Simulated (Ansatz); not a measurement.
**C2H5ClSi: small, medium and large basis sets**

The task here is to estimate one member of a computed series from the others.

The runs use Ansatz 0.2.0, Gaussian basis; one geometry, several basis sets.

Levels to be run: PBE0-D4/def2-SVP; ωB97M-V/def2-SVP; PBE0-D4/def2-QZVPP; ωB97M-V/def2-QZVPP; the functionals' def2-TZVPP values are taken from earlier runs.

## The relaxed structure

All runs share one geometry, relaxed beforehand with PBE0-D4 in a triple-zeta def2 set.

SMILES `ClC1C[SiH2]1`, 9 atoms, charge 0, spin multiplicity 1.

Atoms are counted from 1 here; the program's logs count them from 0.

Bond lengths: Cl1–C2 1.761 Å, C2–C3 1.532 Å, C2–Si4 1.855 Å, C2–H5 1.084 Å, C3–Si4 1.853 Å, C3–H6 1.086 Å, C3–H7 1.085 Å, Si4–H8 1.475 Å, Si4–H9 1.478 Å. Angles: Cl1–C2–C3 117.2°, Cl1–C2–Si4 122.4°, Cl1–C2–H5 110.3°, C3–C2–Si4 65.5°, C3–C2–H5 115.4°, Si4–C2–H5 119.3°, C2–C3–Si4 65.7°, C2–C3–H6 115.0°, C2–C3–H7 116.2°, Si4–C3–H6 116.3°, Si4–C3–H7 122.5°, H6–C3–H7 113.0°, C2–Si4–C3 48.8°, C2–Si4–H8 118.2°, C2–Si4–H9 119.0°, C3–Si4–H8 118.0°, C3–Si4–H9 120.5°, H8–Si4–H9 115.9°.

The first run:

File in.yaml:

```yaml
crystal:
  periodic: [false, false, false]
  atoms:
    - {symbol: Cl, position_ang: [-0.610223, -0.416648, -2.254300]}
    - {symbol: C, position_ang: [-0.442613, 0.373488, -0.689860]}
    - {symbol: C, position_ang: [0.930378, 0.305063, -0.014273]}
    - {symbol: Si, position_ang: [-0.417520, -0.575086, 0.903898]}
    - {symbol: H, position_ang: [-0.899637, 1.356646, -0.714453]}
    - {symbol: H, position_ang: [1.659255, -0.322263, -0.518184]}
    - {symbol: H, position_ang: [1.345745, 1.248875, 0.324094]}
    - {symbol: H, position_ang: [-0.452814, -2.048147, 0.838683]}
    - {symbol: H, position_ang: [-1.023871, 0.031775, 2.107296]}
basis:
  gaussian: {orbitals: def2-SVP}
hamiltonian: {xc: pbe0, dispersion: d4}
output: {orbitals: {seedname: orbitals}}
```

Among the steps run: PBE0-D4 in def2-SVP; ωB97M-V in def2-SVP; PBE0-D4 in def2-QZVPP; ωB97M-V in def2-QZVPP.

One of the session's tables, all rows but one given; the rest of the session is left out.

It belongs to the step «Density functionals: the series». 

| functional | basis | HOMO (eV) | LUMO (eV) |
| --- | --- | --- | --- |
| PBE0-D4 | def2-SVP | ? | ? |
| PBE0-D4 | def2-TZVPP | -7.00 | -0.24 |
| PBE0-D4 | def2-QZVPP | -7.03 | -0.36 |
| ωB97M-V | def2-SVP | -9.04 | 2.17 |
| ωB97M-V | def2-TZVPP | -9.15 | 1.48 |
| ωB97M-V | def2-QZVPP | -9.19 | 1.15 |

Estimate the missing values for PBE0-D4, def2-SVP.

**Answer.** HOMO (eV): -6.92; LUMO (eV): 0.21. In the column «HOMO (eV)» it is the highest.
